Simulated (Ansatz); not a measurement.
**doublet C3H8Si+ at 6 levels**

Aim: a comparison of 6 runs (U-revPBE/6-31G*, UB3LYP/6-31G*, UCAM-B3LYP/6-31G*, RPA@PBE/6-31G*, UBCCD(T)/6-31G*, UCCSD(T)/6-31G*) of doublet C3H8Si+. 

The results are computed with Ansatz 0.2.0.

62 further runs of the same task are left out: 62 set aside as unsound or not needed.

### 1 The system as given

C3H8Si+: 12 atoms, total charge +1, spin state doublet. As SMILES of the parent species, `CC(C)[SiH]`. The coordinates come from a PBE0-D4/def2-TZVP relaxation. This is one conformer, not always the lowest. That shape belongs to the parent species and isn't relaxed for this state.

Bond lengths: C1–C2 1.513 Å, C2–C3 1.532 Å, C2–Si4 1.900 Å, C1–H5 1.093 Å, C1–H6 1.093 Å, C1–H7 1.096 Å, C2–H8 1.091 Å, C3–H9 1.089 Å, C3–H10 1.146 Å, C3–H11 1.090 Å, Si4–H12 1.529 Å. Some angles: C1–C2–C3 114.4°, C1–C2–Si4 122.7°, C3–C2–Si4 84.0°, C1–C2–H8 111.2°, C3–C2–H8 110.2°, Si4–C2–H8 111.4°, C2–C1–H5 111.1°, C2–C1–H6 110.7°, C2–C1–H7 112.0°, C2–C3–H9 112.0°.

### 2 The energy at U-revPBE/6-31G(d) (spherical functions) (run 1)

molecule.yaml

```yaml
crystal:
  periodic: [false, false, false]
  atoms:
    - {symbol: C, position_ang: [-0.253100, 0.907000, -1.062800]}
    - {symbol: C, position_ang: [0.097600, -0.436300, -0.460200]}
    - {symbol: C, position_ang: [0.789900, -0.357500, 0.904100]}
    - {symbol: Si, position_ang: [-1.169000, -1.505700, 0.467600]}
    - {symbol: H, position_ang: [-0.840100, 0.787500, -1.976500]}
    - {symbol: H, position_ang: [-0.850600, 1.498900, -0.364400]}
    - {symbol: H, position_ang: [0.640200, 1.486400, -1.322400]}
    - {symbol: H, position_ang: [0.694200, -1.034400, -1.150400]}
    - {symbol: H, position_ang: [0.750400, 0.645900, 1.325000]}
    - {symbol: H, position_ang: [0.284700, -1.010900, 1.698600]}
    - {symbol: H, position_ang: [1.807500, -0.747500, 0.908500]}
    - {symbol: H, position_ang: [-1.874800, -0.288600, 1.067000]}
basis:
  gaussian:
    orbitals: 6-31G_st_-spherical.json
total_charge: 1
magnetization:
  spin_polarized: true
  initial_magnetization: 1
hamiltonian:
  xc: {name: revPBE}
accuracy: high
output:
  orbitals: {seedname: orbitals}
```

The basis set 6-31G* is read from a file made from the Basis Set Exchange's data (not shown).

Run with:

```
$ ansatz run molecule.yaml --threads 1 --pin off --max-ram 3480MiB --events-out events.jsonl --progress --plain --runs-dir runs
```

The log of the run:

```text
Warning: RAYON_NUM_THREADS=1 ignored (pool sized by the plan → 1); use --threads N
Functional definition: revPBE
  name "revPBE"
  parameter kappa = 1.245
  parameter beta = 0.06672455060314922
  exchange = pbe_x(kappa = kappa, mu = beta*pi^2/3)
  correlation = pbe_c(beta = beta)
1918 factors; integrals over basis functions are off by at most 3.9e-9 eV
mean field evaluation 1: about -11084.5994 eV, gradient 6.3e1 eV
mean field evaluation 2: about -10933.1321 eV, gradient 1.4e2 eV
mean field evaluation 4: about -11104.1712 eV, gradient 1.7e1 eV
mean field evaluation 8: about -11106.1670 eV, gradient 3.0e-1 eV
mean field evaluation 16: about -11106.1540 eV, gradient 4.4e-4 eV
mean field evaluation 32: about -11105.8267 eV, gradient 5.9e0 eV
mean field -11106.15399381 eV, -408.1436312510 hartree, gradient 4.2e-8 eV, S^2 0.752874; 1 other end points of the search recorded, 0 dependent functions left out
reference -11106.15399762 eV, -408.1436313910 hartree; 20, 19 occupied and 56, 57 virtual orbitals, 1918 factors
Total energy: -11106.15399762 eV, -408.1436313910 hartree
```

Wall time 5.7 s (1 thread of Intel Xeon 6975P-C (Granite Rapids), shared host); peak memory 0.29 GiB.

### 3 The energy at UB3LYP/6-31G(d) (spherical functions) (run 2)

input.yaml

```yaml
crystal:
  periodic: [false, false, false]
  atoms:
    - {symbol: C, position_ang: [-0.253100, 0.907000, -1.062800]}
    - {symbol: C, position_ang: [0.097600, -0.436300, -0.460200]}
    - {symbol: C, position_ang: [0.789900, -0.357500, 0.904100]}
    - {symbol: Si, position_ang: [-1.169000, -1.505700, 0.467600]}
    - {symbol: H, position_ang: [-0.840100, 0.787500, -1.976500]}
    - {symbol: H, position_ang: [-0.850600, 1.498900, -0.364400]}
    - {symbol: H, position_ang: [0.640200, 1.486400, -1.322400]}
    - {symbol: H, position_ang: [0.694200, -1.034400, -1.150400]}
    - {symbol: H, position_ang: [0.750400, 0.645900, 1.325000]}
    - {symbol: H, position_ang: [0.284700, -1.010900, 1.698600]}
    - {symbol: H, position_ang: [1.807500, -0.747500, 0.908500]}
    - {symbol: H, position_ang: [-1.874800, -0.288600, 1.067000]}
basis:
  gaussian:
    orbitals: 6-31G_st_-spherical.json
output:
  orbitals: {seedname: orbitals}
magnetization:
  spin_polarized: true
  initial_magnetization: 1
hamiltonian:
  xc: {name: B3LYP}
total_charge: 1
accuracy: high
```

The basis set 6-31G* is read from a file made from the Basis Set Exchange's data (not shown).

Run with:

```
$ ansatz run input.yaml --threads 1 --pin off --max-ram 3480MiB --events-out events.jsonl --progress --plain --runs-dir runs
```

The log of the run:

```text
Warning: RAYON_NUM_THREADS=1 ignored (pool sized by the plan → 1); use --threads N
Functional definition: B3LYP
  name "B3LYP"
  parameter a0 = 0.2
  parameter ax = 0.72
  parameter ac = 0.81
  exchange = (1 - a0 - ax)*slater_x + ax*b88_x + a0*exact_x
  correlation = (1 - ac)*vwn_rpa_c + ac*lyp_c
1918 factors; integrals over basis functions are off by at most 3.9e-9 eV
mean field evaluation 1: about -11091.4018 eV, gradient 5.7e1 eV
mean field evaluation 2: about -10995.1964 eV, gradient 1.2e2 eV
mean field evaluation 4: about -11108.6212 eV, gradient 8.9e0 eV
mean field evaluation 8: about -11109.2495 eV, gradient 1.1e0 eV
mean field evaluation 16: about -11109.2605 eV, gradient 2.0e-3 eV
mean field evaluation 32: about -11109.2605 eV, gradient 2.1e-8 eV
mean field -11109.26051070 eV, -408.2577936412 hartree, gradient 2.1e-8 eV, S^2 0.754199; 0 other end points of the search recorded, 0 dependent functions left out
reference -11109.26054738 eV, -408.2577949888 hartree; 20, 19 occupied and 56, 57 virtual orbitals, 1918 factors
Total energy: -11109.26054738 eV, -408.2577949888 hartree
```

Wall time 8.1 s (1 thread of Intel Xeon 6975P-C (Granite Rapids), shared host); peak memory 0.39 GiB.

### 4 The energy at UCAM-B3LYP/6-31G(d) (spherical functions) (run 3)

in.yaml

```yaml
crystal:
  periodic: [false, false, false]
  atoms:
    - {symbol: C, position_ang: [-0.253100, 0.907000, -1.062800]}
    - {symbol: C, position_ang: [0.097600, -0.436300, -0.460200]}
    - {symbol: C, position_ang: [0.789900, -0.357500, 0.904100]}
    - {symbol: Si, position_ang: [-1.169000, -1.505700, 0.467600]}
    - {symbol: H, position_ang: [-0.840100, 0.787500, -1.976500]}
    - {symbol: H, position_ang: [-0.850600, 1.498900, -0.364400]}
    - {symbol: H, position_ang: [0.640200, 1.486400, -1.322400]}
    - {symbol: H, position_ang: [0.694200, -1.034400, -1.150400]}
    - {symbol: H, position_ang: [0.750400, 0.645900, 1.325000]}
    - {symbol: H, position_ang: [0.284700, -1.010900, 1.698600]}
    - {symbol: H, position_ang: [1.807500, -0.747500, 0.908500]}
    - {symbol: H, position_ang: [-1.874800, -0.288600, 1.067000]}
basis:
  gaussian:
    orbitals: 6-31G_st_-spherical.json
total_charge: 1
magnetization:
  spin_polarized: true
  initial_magnetization: 1
hamiltonian:
  xc: {name: CAM-B3LYP}
accuracy: high
output:
  orbitals: {seedname: orbitals}
```

The basis set 6-31G* is read from a file made from the Basis Set Exchange's data (not shown).

Run with:

```
$ ansatz run in.yaml --threads 1 --pin off --max-ram 3480MiB --events-out events.jsonl --progress --plain --runs-dir runs
```

The log of the run:

```text
Warning: RAYON_NUM_THREADS=1 ignored (pool sized by the plan → 1); use --threads N
Functional definition: CAM-B3LYP
  name "CAM-B3LYP"
  parameter alpha = 0.19
  parameter beta = 0.46
  parameter omega = 0.33/bohr
  parameter ac = 0.81
  exchange = (1 - alpha - beta)*b88_x + beta*b88_x_sr(omega) + alpha*exact_x + beta*exact_x_lr(omega)
  correlation = (1 - ac)*vwn5_c + ac*lyp_c
1918 factors; integrals over basis functions are off by at most 3.9e-9 eV
428 factors; integrals over basis functions are off by at most 1.9e-9 eV
mean field evaluation 1: about -11094.2634 eV, gradient 4.8e1 eV
mean field evaluation 2: about -11073.9424 eV, gradient 7.3e1 eV
mean field evaluation 4: about -11106.1999 eV, gradient 3.4e0 eV
mean field evaluation 8: about -11106.5125 eV, gradient 3.2e-1 eV
mean field evaluation 16: about -11106.5201 eV, gradient 4.0e-3 eV
mean field evaluation 32: about -11106.5201 eV, gradient 1.4e-7 eV
mean field -11106.52011795 eV, -408.1570860651 hartree, gradient 6.3e-8 eV, S^2 0.755986; 0 other end points of the search recorded, 0 dependent functions left out
reference -11106.52013576 eV, -408.1570867196 hartree; 20, 19 occupied and 56, 57 virtual orbitals, 1918 factors
Total energy: -11106.52013576 eV, -408.1570867196 hartree
```

It took 9.3 s on 1 thread of Intel Xeon 6975P-C (Granite Rapids), shared host; peak memory 0.43 GiB.

Runs 4 to 5 aren't shown in full; the table further down has their settings and results.

### 5 A single-point energy at UCCSD(T)/6-31G(d) (spherical functions) (run 6)

job.yaml

```yaml
crystal:
  periodic: [false, false, false]
  atoms:
    - {symbol: C, position_ang: [-0.253100, 0.907000, -1.062800]}
    - {symbol: C, position_ang: [0.097600, -0.436300, -0.460200]}
    - {symbol: C, position_ang: [0.789900, -0.357500, 0.904100]}
    - {symbol: Si, position_ang: [-1.169000, -1.505700, 0.467600]}
    - {symbol: H, position_ang: [-0.840100, 0.787500, -1.976500]}
    - {symbol: H, position_ang: [-0.850600, 1.498900, -0.364400]}
    - {symbol: H, position_ang: [0.640200, 1.486400, -1.322400]}
    - {symbol: H, position_ang: [0.694200, -1.034400, -1.150400]}
    - {symbol: H, position_ang: [0.750400, 0.645900, 1.325000]}
    - {symbol: H, position_ang: [0.284700, -1.010900, 1.698600]}
    - {symbol: H, position_ang: [1.807500, -0.747500, 0.908500]}
    - {symbol: H, position_ang: [-1.874800, -0.288600, 1.067000]}
basis:
  gaussian:
    orbitals: 6-31G_st_-spherical.json
correlation:
  method: ccsd_t
  frozen_orbitals: {C: 1, H: 0, Si: 5}
magnetization:
  spin_polarized: true
  initial_magnetization: 1
accuracy: high
scf:
  omitted_lower_state_checks: [cluster_reference, increment]
total_charge: 1
```

The basis set 6-31G* is read from a file made from the Basis Set Exchange's data (not shown).

Run with:

```
$ ansatz run job.yaml --threads 1 --pin off --max-ram 3480MiB --events-out events.jsonl --progress --plain --runs-dir runs
```

The log of the run:

```text
Warning: RAYON_NUM_THREADS=1 ignored (pool sized by the plan → 1); use --threads N
Functional definition: HF
  name "HF"
  exchange = exact_x
  correlation = 0
these checks for a lower state are left out or cut short: cluster_reference, increment
1918 factors; integrals over basis functions are off by at most 3.9e-9 eV
mean field evaluation 1: about -11064.5005 eV, gradient 3.1e1 eV
mean field evaluation 2: about -11064.6085 eV, gradient 3.1e1 eV
mean field evaluation 4: about -11070.1555 eV, gradient 2.9e0 eV
mean field evaluation 8: about -11070.2852 eV, gradient 2.5e-1 eV
mean field evaluation 16: about -11070.2908 eV, gradient 3.5e-6 eV
mean field evaluation 32: about -11070.2901 eV, gradient 1.8e-1 eV
mean field -11070.29083561 eV, -406.8256844959 hartree, gradient 5.6e-8 eV, S^2 0.766286; 3 other end points of the search recorded, 0 dependent functions left out
8 core orbitals not correlated: weight in the atoms' cores, before any rotation towards them, 1.000 or more for the frozen orbitals, at most 0.000 for the correlated occupied ones
reference -11070.29083561 eV, -406.8256844959 hartree; 12, 11 occupied and 56, 57 virtual orbitals, 1918 factors
second order -12.27024536 eV of doubles, -0.00000000 eV of singles
cycle   1  -13.16600421 eV  change   -9.0e-1 eV  update   9.2e-2
cycle   2  -13.64162545 eV  change   -4.8e-1 eV  update   3.3e-2
cycle   3  -13.72606389 eV  change   -8.4e-2 eV  update   1.5e-2
cycle   4  -13.72416776 eV  change    1.9e-3 eV  update   6.4e-3
cycle   5  -13.72343982 eV  change    7.3e-4 eV  update   3.4e-3
cycle   6  -13.72352368 eV  change   -8.4e-5 eV  update   1.5e-3
cycle   7  -13.72378270 eV  change   -2.6e-4 eV  update   6.7e-4
cycle   8  -13.72402659 eV  change   -2.4e-4 eV  update   3.9e-4
cycle   9  -13.72405849 eV  change   -3.2e-5 eV  update   2.6e-4
cycle  10  -13.72404203 eV  change    1.6e-5 eV  update   1.6e-4
cycle  11  -13.72409269 eV  change   -5.1e-5 eV  update   7.6e-5
cycle  12  -13.72406662 eV  change    2.6e-5 eV  update   3.7e-5
cycle  13  -13.72407282 eV  change   -6.2e-6 eV  update   1.5e-5
cycle  14  -13.72406869 eV  change    4.1e-6 eV  update   7.0e-6
cycle  15  -13.72406629 eV  change    2.4e-6 eV  update   3.2e-6
cycle  16  -13.72406640 eV  change   -1.1e-7 eV  update   1.5e-6
cycle  17  -13.72406650 eV  change   -1.0e-7 eV  update   7.5e-7
cycle  18  -13.72406644 eV  change    6.0e-8 eV  update   3.3e-7
cycle  19  -13.72406645 eV  change   -1.0e-8 eV  update   1.6e-7
cycle  20  -13.72406644 eV  change    1.5e-8 eV  update   7.7e-8
cycle  21  -13.72406643 eV  change    8.1e-9 eV  update   4.4e-8
cycle  22  -13.72406643 eV  change    2.1e-9 eV  update   3.1e-8
cycle  23  -13.72406635 eV  change    7.3e-8 eV  update   1.1e-7
cycle  24  -13.72406636 eV  change   -3.5e-9 eV  update   2.8e-8
cycle  25  -13.72406635 eV  change    3.5e-9 eV  update   8.4e-9
cycle  26  -13.72406635 eV  change  -5.9e-10 eV  update   3.8e-9
cycle  27  -13.72406635 eV  change   4.4e-11 eV  update   1.7e-9
perturbative correction -0.44178650 eV, -0.0162353544 hartree
Total energy: -11084.45668846 eV, -407.3462699863 hartree
Checks for a lower state left out: cluster_reference, increment
```

Run time: 22 s. Hardware: 1 thread of Intel Xeon 6975P-C (Granite Rapids), shared host; peak memory 0.7 GiB.

### 6 All runs side by side

| run | level | frozen core orbitals | energy (Eh) | ⟨S²⟩ | wall time |
| --- | --- | --- | --- | --- | --- |
| 1 | U-revPBE/6-31G* (spherical functions) | – | -408.143631 | 0.753 | 5.7 s |
| 2 | UB3LYP/6-31G* (spherical functions) | – | -408.257795 | 0.754 | 8.1 s |
| 3 | UCAM-B3LYP/6-31G* (spherical functions) | – | -408.157087 | 0.756 | 9.3 s |
| 4 | RPA@PBE/6-31G* (spherical functions) | 8 | -407.579938 | 0.753 | 8.7 s |
| 5 | UBCCD(T)/6-31G* (spherical functions) | 8 | -407.346329 | 0.766 | 30 s |
| 6 | UCCSD(T)/6-31G* (spherical functions) | 8 | -407.346270 | 0.766 | 22 s |

### 7 What came out

| quantity | value |
| --- | --- |
| run 6: total energy | -407.34627 Eh |
| run 6: correlation energy (8 core orbitals frozen) | -520.6 mEh |
| run 6: (T) correction | -16.24 mEh |
| run 6: ⟨S²⟩ of the reference determinant | 0.766 |
| run 6: T1 diagnostic | 0.016 |

In words: Totals of different functionals can't be ranked against each other. All runs together took 84 s, the longest 30 s.
